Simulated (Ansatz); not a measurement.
**InCl2(OH) (Cl2HInO): the relaxed shape and its frontier levels**

Aim: characterise InCl2(OH) (Cl2HInO) as a singlet: its structure, frontier levels and distribution of charge.

Program: Ansatz 0.2.0, Gaussian basis. Level of theory: RKS PBE0-D4/def2-TZVP. These are calculated values, not measurements.

Plan: relaxation at PBE0-D4/def2-SVP; a search for the lowest solution at PBE0-D4/def2-SVP; a single point at PBE0-D4/def2-TZVP.

2 further runs of the same task are left out: 2 set aside as unsound or not needed.

**1. Starting geometry**

5 atoms, charge 0, spin multiplicity 1.

Atoms are counted from 1 here; the program's logs count them from 0.

Bond lengths: In1–Cl2 2.276 Å, In1–Cl3 2.297 Å, In1–O4 1.951 Å, O4–H5 0.958 Å. Angles: Cl2–In1–Cl3 126.9°, Cl2–In1–O4 118.0°, Cl3–In1–O4 115.1°, In1–O4–H5 112.4°.

In takes a core potential in the def2 sets. No spin-orbit coupling is included.

The start is a GFN2-xTB geometry.

**2. Optimising with PBE0-D4/def2-SVP**

Input file in.yaml:

```yaml
crystal:
  periodic: [false, false, false]
  atoms:
    - {symbol: In, position_ang: [0.350560, 0.324600, -0.077970]}
    - {symbol: Cl, position_ang: [2.601320, 0.471570, -0.382930]}
    - {symbol: Cl, position_ang: [-1.152920, 2.061380, -0.051840]}
    - {symbol: O, position_ang: [-0.424360, -1.444800, 0.196910]}
    - {symbol: H, position_ang: [-1.374600, -1.412760, 0.315830]}
basis:
  gaussian: {orbitals: def2-SVP}
hamiltonian: {xc: pbe0, dispersion: d4}
scf: {omitted_lower_state_checks: [starts]}
output: {orbitals: {seedname: orbitals}}
relax: {f_tol: 0.02, max_steps: 100}
```

Launch:

```console
ansatz run in.yaml --threads 4 --pin off --events-out ev --progress --plain --max-ram 3916MiB
```

Further steps of the session: Searching for the lowest solution, PBE0-D4/def2-SVP; Single point, PBE0-D4/def2-TZVP.

Q: Predict the results of all the runs planned. Wanted: point group; commonest bond, hydrogen aside; HOMO, LUMO at PBE0-D4/def2-TZVP; dipole at PBE0-D4/def2-SVP.

The runs gave:

| quantity | value |
| --- | --- |
| point group | Cs |
| commonest bond, hydrogen aside | Cl–In, 2 of mean length 2.326 Å |
| HOMO, LUMO at PBE0-D4/def2-TZVP | -9.25, -2.75 eV |
| dipole at PBE0-D4/def2-SVP | 1.65 D |

What this shows: The molecule keeps its bonding pattern by the stored test; the atoms moved 0.09 Å (rms). No usable vibrations, so a minimum isn't proven.
